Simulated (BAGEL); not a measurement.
# doublet C2H5AlS+ at 6 levels

We compute a comparison of 6 runs (UHF/STO-3G, UHF/3-21G, ROHF/6-31G*, UHF/6-31G*, ROHF/cc-pVDZ, UHF/cc-pVDZ) of doublet C2H5AlS+. 

The calculation is run with BAGEL 1.2.2.

2 further runs of the same task are left out: 2 set aside as unsound or not needed. Runs told in other sessions of the task aren't counted.

## (1) Starting point

C2H5AlS+ has 9 atoms, charge +1, and is taken as a doublet. As SMILES of the parent species, `C=[C]([AlH2])S`. The coordinates come from a PBE0-D4/def2-TZVP relaxation. That shape belongs to the parent species and isn't relaxed for this state.

Bond lengths: C1–C2 1.340 Å, C2–Al3 1.942 Å, C2–S4 1.757 Å, C1–H5 1.086 Å, C1–H6 1.089 Å, Al3–H7 1.584 Å, Al3–H8 1.587 Å, S4–H9 1.342 Å. Angles: C1–C2–Al3 118.3°, C1–C2–S4 120.0°, Al3–C2–S4 121.6°, C2–C1–H5 120.3°, C2–C1–H6 123.6°, C2–Al3–H7 118.0°, C2–Al3–H8 118.7°, C2–S4–H9 97.6°, H5–C1–H6 116.1°, H7–Al3–H8 123.3°.

## (2) A single-point energy at UHF/STO-3G (density fitting with qzvpp-jkfit) (run 1)

job.json reads:

```json
{ "bagel" : [

{
  "title" : "molecule",
  "basis" : "sto-3g",
  "df_basis" : "qzvpp-jkfit",
  "angstrom" : true,
  "geometry" : [
    { "atom" : "C", "xyz" : [      -0.052000,       1.292400,      -0.845400 ] },
    { "atom" : "C", "xyz" : [      -0.306500,       0.328600,       0.050700 ] },
    { "atom" : "Al", "xyz" : [       0.856000,      -1.226200,       0.087600 ] },
    { "atom" : "S", "xyz" : [      -1.665000,       0.490100,       1.153000 ] },
    { "atom" : "H", "xyz" : [       0.786500,       1.197000,      -1.528500 ] },
    { "atom" : "H", "xyz" : [      -0.647600,       2.198400,      -0.942300 ] },
    { "atom" : "H", "xyz" : [       2.057300,      -1.282500,      -0.943100 ] },
    { "atom" : "H", "xyz" : [       0.559000,      -2.374400,       1.142300 ] },
    { "atom" : "H", "xyz" : [      -1.499300,      -0.669600,       1.808500 ] }
  ]
},

{ "title" : "uhf", "charge" : 1, "nopen" : 1 },

{ "title" : "print", "file" : "orbitals.molden", "orbitals" : true }

]}
```

The run is started by

```console
BAGEL_NUM_THREADS=1 BAGEL job.json > job.out
```

Log:

```text
* using 1 threads per process

  ===============================================================
  ===============================================================

  *** Geometry ***

  { "atom" : "C", "xyz" : [     -0.098266,      2.442282,     -1.597574 ] },
  { "atom" : "C", "xyz" : [     -0.579201,      0.620964,      0.095809 ] },
  { "atom" : "Al", "xyz" : [      1.617606,     -2.317182,      0.165540 ] },
  { "atom" : "S", "xyz" : [     -3.146394,      0.926155,      2.178854 ] },
  { "atom" : "H", "xyz" : [      1.486270,      2.262002,     -2.888446 ] },
  { "atom" : "H", "xyz" : [     -1.223787,      4.154374,     -1.780689 ] },
  { "atom" : "H", "xyz" : [      3.887734,     -2.423574,     -1.782201 ] },
  { "atom" : "H", "xyz" : [      1.056357,     -4.486966,      2.158634 ] },
  { "atom" : "H", "xyz" : [     -2.833266,     -1.265361,      3.417570 ] },

  Number of auxiliary basis functions:      496

  Since a DF basis is specified, we compute 2- and 3-index integrals:
    o Being stored without compression. Storage requirement is 0.004 GB

  Number of basis functions:       33
  Number of electrons      :       46

    * METHOD: MOLECULE                             0.12

  *** Open-shell HF ***

  === Nuclear Repulsion ===
   179.1389422896

      * DIIS with orbital gradients will be used.

  === UHF iteration (sto-3g) ===
      0       -709.59265765          0.02296557           0.03
      1       -709.65573053          0.00910875           0.03
      2       -709.66527433          0.00425101           0.03
      3       -709.66859725          0.00137286           0.03
      4       -709.67101224          0.00115539           0.03
      5       -709.67227717          0.00104747           0.03
      6       -709.67588837          0.00059921           0.03
      7       -709.67599917          0.00047339           0.03
      8       -709.67617681          0.00006589           0.03
      9       -709.67618694          0.00010373           0.03
     10       -709.67619288          0.00002547           0.03
     11       -709.67619357          0.00000447           0.03
     12       -709.67619359          0.00000085           0.03
     13       -709.67619359          0.00000024           0.03
     14       -709.67619359          0.00000018           0.03
     15       -709.67619359          0.00000013           0.03
     16       -709.67619359          0.00000003           0.03
     17       -709.67619359          0.00000002           0.03
     18       -709.67619359          0.00000001           0.03
     19       -709.67619359          0.00000000           0.03
    * SCF iteration converged.

    * S^2 (UHF) is 0.9761

    * Permanent dipole moment:
           (    0.703713,    -0.151834,    -0.524681) a.u.

    * METHOD: UHF                                  0.66

    * METHOD: PRINT                                0.00

  ===============================================================
```

It took 0.98 s on 1 thread of AMD EPYC 9R45 (Zen 5), shared host.

## (3) The energy at UHF/3-21G (density fitting with qzvpp-jkfit) (run 2)

hf.json reads:

```json
{ "bagel": [

{
  "title": "molecule",
  "basis": "3-21g",
  "df_basis": "qzvpp-jkfit",
  "angstrom": true,
  "geometry": [
    { "atom": "C", "xyz": [      -0.052000,       1.292400,      -0.845400 ] },
    { "atom": "C", "xyz": [      -0.306500,       0.328600,       0.050700 ] },
    { "atom": "Al", "xyz": [       0.856000,      -1.226200,       0.087600 ] },
    { "atom": "S", "xyz": [      -1.665000,       0.490100,       1.153000 ] },
    { "atom": "H", "xyz": [       0.786500,       1.197000,      -1.528500 ] },
    { "atom": "H", "xyz": [      -0.647600,       2.198400,      -0.942300 ] },
    { "atom": "H", "xyz": [       2.057300,      -1.282500,      -0.943100 ] },
    { "atom": "H", "xyz": [       0.559000,      -2.374400,       1.142300 ] },
    { "atom": "H", "xyz": [      -1.499300,      -0.669600,       1.808500 ] }
  ]
},

{
  "title": "uhf",
  "charge": 1,
  "nopen": 1
},

{
  "title": "print",
  "file": "orbitals.molden",
  "orbitals": true
}

]}
```

The run is started by

```console
BAGEL_NUM_THREADS=1 BAGEL hf.json > hf.out
```

Log:

```text
* using 1 threads per process

  ===============================================================
  ===============================================================

  *** Geometry ***

  { "atom" : "C", "xyz" : [     -0.098266,      2.442282,     -1.597574 ] },
  { "atom" : "C", "xyz" : [     -0.579201,      0.620964,      0.095809 ] },
  { "atom" : "Al", "xyz" : [      1.617606,     -2.317182,      0.165540 ] },
  { "atom" : "S", "xyz" : [     -3.146394,      0.926155,      2.178854 ] },
  { "atom" : "H", "xyz" : [      1.486270,      2.262002,     -2.888446 ] },
  { "atom" : "H", "xyz" : [     -1.223787,      4.154374,     -1.780689 ] },
  { "atom" : "H", "xyz" : [      3.887734,     -2.423574,     -1.782201 ] },
  { "atom" : "H", "xyz" : [      1.056357,     -4.486966,      2.158634 ] },
  { "atom" : "H", "xyz" : [     -2.833266,     -1.265361,      3.417570 ] },

  Number of auxiliary basis functions:      496

  Since a DF basis is specified, we compute 2- and 3-index integrals:
    o Being stored without compression. Storage requirement is 0.012 GB

  Number of basis functions:       54
  Number of electrons      :       46

    * METHOD: MOLECULE                             0.13

  *** Open-shell HF ***

  === Nuclear Repulsion ===
   179.1389422896

      * DIIS with orbital gradients will be used.

  === UHF iteration (3-21g) ===
      0       -713.94828230          0.02243969           0.05
      1       -714.01410498          0.00668642           0.05
      2       -714.02077981          0.00305902           0.05
      3       -714.02229952          0.00084831           0.05
      4       -714.02305463          0.00044788           0.05
      5       -714.02331325          0.00040970           0.05
      6       -714.02357242          0.00037526           0.05
      7       -714.02418142          0.00012603           0.05
      8       -714.02417387          0.00005001           0.05
      9       -714.02418999          0.00003310           0.05
     10       -714.02419253          0.00002502           0.05
     11       -714.02419400          0.00001414           0.05
     12       -714.02419417          0.00000448           0.05
     13       -714.02419424          0.00000127           0.05
     14       -714.02419424          0.00000040           0.05
     15       -714.02419424          0.00000020           0.05
     16       -714.02419424          0.00000013           0.05
     17       -714.02419424          0.00000008           0.05
     18       -714.02419424          0.00000003           0.05
     19       -714.02419425          0.00000002           0.05
     20       -714.02419425          0.00000001           0.05
     21       -714.02419425          0.00000001           0.05
     22       -714.02419425          0.00000001           0.05
    * SCF iteration converged.

    * S^2 (UHF) is 0.8557

    * Permanent dipole moment:
           (    0.464351,    -0.442844,    -0.108630) a.u.

    * METHOD: UHF                                  1.25

    * METHOD: PRINT                                0.01

  ===============================================================
```

Wall time 1.6 s (1 thread of AMD EPYC 9R45 (Zen 5), shared host).

Runs 3 to 5 aren't shown in full; the table further down has their settings and results.

## (4) The energy at UHF/cc-pVDZ (density fitting with qzvpp-jkfit) (run 6)

input.json reads:

```json
{ "bagel" : [

{
  "title" : "molecule",
  "basis" : "cc-pvdz.json",
  "df_basis" : "qzvpp-jkfit",
  "angstrom" : "true",
  "geometry" : [
    { "atom" : "C", "xyz" : [      -0.052000,       1.292400,      -0.845400 ] },
    { "atom" : "C", "xyz" : [      -0.306500,       0.328600,       0.050700 ] },
    { "atom" : "Al", "xyz" : [       0.856000,      -1.226200,       0.087600 ] },
    { "atom" : "S", "xyz" : [      -1.665000,       0.490100,       1.153000 ] },
    { "atom" : "H", "xyz" : [       0.786500,       1.197000,      -1.528500 ] },
    { "atom" : "H", "xyz" : [      -0.647600,       2.198400,      -0.942300 ] },
    { "atom" : "H", "xyz" : [       2.057300,      -1.282500,      -0.943100 ] },
    { "atom" : "H", "xyz" : [       0.559000,      -2.374400,       1.142300 ] },
    { "atom" : "H", "xyz" : [      -1.499300,      -0.669600,       1.808500 ] }
  ]
},

{ "title" : "uhf", "charge" : 1, "nopen" : 1 },

{ "title" : "print", "file" : "orbitals.molden", "orbitals" : "true" }

]}
```

The basis set cc-pVDZ is read from a file made from the Basis Set Exchange's data (not shown).

The run is started by

```console
BAGEL_NUM_THREADS=1 BAGEL input.json > input.out
```

Log:

```text
* using 1 threads per process

  ===============================================================
  ===============================================================

  *** Geometry ***

  { "atom" : "C", "xyz" : [     -0.098266,      2.442282,     -1.597574 ] },
  { "atom" : "C", "xyz" : [     -0.579201,      0.620964,      0.095809 ] },
  { "atom" : "Al", "xyz" : [      1.617606,     -2.317182,      0.165540 ] },
  { "atom" : "S", "xyz" : [     -3.146394,      0.926155,      2.178854 ] },
  { "atom" : "H", "xyz" : [      1.486270,      2.262002,     -2.888446 ] },
  { "atom" : "H", "xyz" : [     -1.223787,      4.154374,     -1.780689 ] },
  { "atom" : "H", "xyz" : [      3.887734,     -2.423574,     -1.782201 ] },
  { "atom" : "H", "xyz" : [      1.056357,     -4.486966,      2.158634 ] },
  { "atom" : "H", "xyz" : [     -2.833266,     -1.265361,      3.417570 ] },

  Number of auxiliary basis functions:      496

  Since a DF basis is specified, we compute 2- and 3-index integrals:
    o Being stored without compression. Storage requirement is 0.031 GB

  Number of basis functions:       89
  Number of electrons      :       46

    * METHOD: MOLECULE                             0.19

  *** Open-shell HF ***

  === Nuclear Repulsion ===
   179.1389422896

      * DIIS with orbital gradients will be used.

  === UHF iteration (cc-pvdz.json) ===
      0       -717.63925530          0.02351427           0.10
      1       -717.75002156          0.01218457           0.10
      2       -717.77206952          0.00683693           0.10
      3       -717.78019429          0.00093365           0.10
      4       -717.78133242          0.00030770           0.10
      5       -717.78158740          0.00016604           0.10
      6       -717.78175561          0.00015146           0.10
      7       -717.78187811          0.00014104           0.10
      8       -717.78209524          0.00007014           0.10
      9       -717.78213782          0.00003084           0.10
     10       -717.78214021          0.00001952           0.10
     11       -717.78214094          0.00001461           0.10
     12       -717.78214147          0.00000676           0.10
     13       -717.78214160          0.00000375           0.10
     14       -717.78214164          0.00000132           0.10
     15       -717.78214165          0.00000058           0.10
     16       -717.78214165          0.00000035           0.10
     17       -717.78214165          0.00000011           0.11
     18       -717.78214165          0.00000005           0.10
     19       -717.78214165          0.00000003           0.10
     20       -717.78214165          0.00000002           0.10
     21       -717.78214165          0.00000001           0.11
    * SCF iteration converged.

    * S^2 (UHF) is 0.8607

    * Permanent dipole moment:
           (    0.549058,    -0.548711,    -0.111205) a.u.

    * METHOD: UHF                                  2.33

    * METHOD: PRINT                                0.01

  ===============================================================
```

Run time: 2.7 s. Hardware: 1 thread of AMD EPYC 9R45 (Zen 5), shared host; peak memory 0.13 GiB.

## (5) All runs side by side

```
run                                                                level  energy (Eh)   ⟨S²⟩  wall time
  1                        UHF/STO-3G (density fitting with qzvpp-jkfit)  -709.676194  0.976     0.98 s
  2                         UHF/3-21G (density fitting with qzvpp-jkfit)  -714.024194  0.856      1.6 s
  3  ROHF/6-31G* (density fitting with qzvpp-jkfit, spherical functions)  -717.726503  0.750      2.5 s
  4   UHF/6-31G* (density fitting with qzvpp-jkfit, spherical functions)  -717.737998  0.863      2.5 s
  5                      ROHF/cc-pVDZ (density fitting with qzvpp-jkfit)  -717.770546  0.750      2.9 s
  6                       UHF/cc-pVDZ (density fitting with qzvpp-jkfit)  -717.782142  0.861      2.7 s
```

## (6) What came out

| quantity | value |
| --- | --- |
| run 6: total energy | -717.78214 Eh |
| run 6: ⟨S²⟩ | 0.861 |

In words: In run 1 the basis is minimal, so the values are rough. Spin contamination of the reference: run 1 ⟨S²⟩ = 0.98, run 4 ⟨S²⟩ = 0.86, run 6 ⟨S²⟩ = 0.86, run 2 ⟨S²⟩ = 0.86. All runs together took 13 s, the longest 2.9 s.
